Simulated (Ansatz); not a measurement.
# C₂H₄AlClO: a ladder of functionals and wavefunction methods

One table from this session's results is given with a row withheld; the runs are named, their logs left out.

Method: functionals in def2-TZVPP, the program's frozen cores in correlated methods; program: Ansatz 0.2.0, Gaussian basis.

The runs, in order: PBE-D4, r2SCAN-D4, PBE0-D4, B3LYP-D4, ωB97X-V, ωB97M-V, B2PLYP; CCSD(T)/def2-TZVPP; MP2/def2-QZVPP; extrapolation to the limit.

### The relaxed structure

An earlier PBE0-D4 in a triple-zeta def2 set relaxation fixed the geometry.

9 atoms, charge 0, spin multiplicity 1.

Atoms are counted from 1 here; the program's logs count them from 0.

Bond lengths: Cl1–Al2 2.080 Å, Al2–C3 1.937 Å, Al2–O5 1.710 Å, C3–C4 1.546 Å, C3–H6 1.090 Å, C3–H7 1.090 Å, C4–O5 1.449 Å, C4–H8 1.094 Å, C4–H9 1.094 Å. Angles: Cl1–Al2–C3 146.6°, Cl1–Al2–O5 131.4°, C3–Al2–O5 82.0°, Al2–C3–C4 80.3°, Al2–C3–H6 118.1°, Al2–C3–H7 118.1°, C4–C3–H6 114.4°, C4–C3–H7 114.3°, H6–C3–H7 109.2°, C3–C4–O5 106.4°, C3–C4–H8 111.9°, C3–C4–H9 111.9°, O5–C4–H8 108.8°, O5–C4–H9 108.8°, H8–C4–H9 108.8°, Al2–O5–C4 91.2°.

The first run:

in.yaml

```yaml
crystal:
  periodic: [false, false, false]
  atoms:
    - {symbol: Cl, position_ang: [0.631271, -1.321211, -3.130312]}
    - {symbol: Al, position_ang: [0.157457, -0.489302, -1.283893]}
    - {symbol: C, position_ang: [0.715685, -0.192526, 0.546721]}
    - {symbol: C, position_ang: [-0.655894, 0.519728, 0.573690]}
    - {symbol: O, position_ang: [-1.214928, 0.383489, -0.756308]}
    - {symbol: H, position_ang: [0.786969, -1.055474, 1.208272]}
    - {symbol: H, position_ang: [1.566611, 0.464876, 0.723333]}
    - {symbol: H, position_ang: [-1.339991, 0.060727, 1.292924]}
    - {symbol: H, position_ang: [-0.558880, 1.583395, 0.808573]}
basis:
  gaussian: {orbitals: def2-TZVPP}
hamiltonian: {xc: pbe, dispersion: d4}
output: {forces: true, orbitals: {seedname: orbitals}}
```

Started as:

```bash
ansatz run in.yaml --threads 4 --pin off --events-out ev --progress --plain --max-ram 10444MiB
```

Steps of the session up to this table: PBE-D4 (GGA); r2SCAN-D4 (meta-GGA); PBE0-D4 (hybrid); B3LYP-D4 (hybrid); ωB97X-V (range-separated); ωB97M-V (range-separated); B2PLYP (double hybrid); CCSD(T) in def2-TZVPP; MP2 in def2-QZVPP.

One table of the session follows, with a row left open; its other results are not shown here.

| method | atomisation energy (eV) |
| --- | --- |
| PBE-D4 | 37.105 |
| r2SCAN-D4 | 36.582 |
| PBE0-D4 | 36.422 |
| B3LYP-D4 | 36.055 |
| ωB97X-V | 36.409 |
| ωB97M-V | 36.464 |
| B2PLYP | 35.870 |
| HF/def2-TZVPP | 26.460 |
| MP2/def2-TZVPP | 36.379 |
| CCSD/def2-TZVPP | 34.746 |
| CCSD(T)/def2-TZVPP | 35.369 |
| MP2/CBS | ? |
| CCSD(T)/CBS | 36.341 |

Estimate the missing values for MP2/CBS.

As computed: atomisation energy (eV): 37.351. In the column «atomisation energy (eV)» it is the highest.

To keep in mind: Free atoms (1 Cl, 1 Al, 2 C, 1 O, 4 H) were run apart at each level; the atomisation energy is their sum less the molecule, without zero-point or spin-orbit terms.
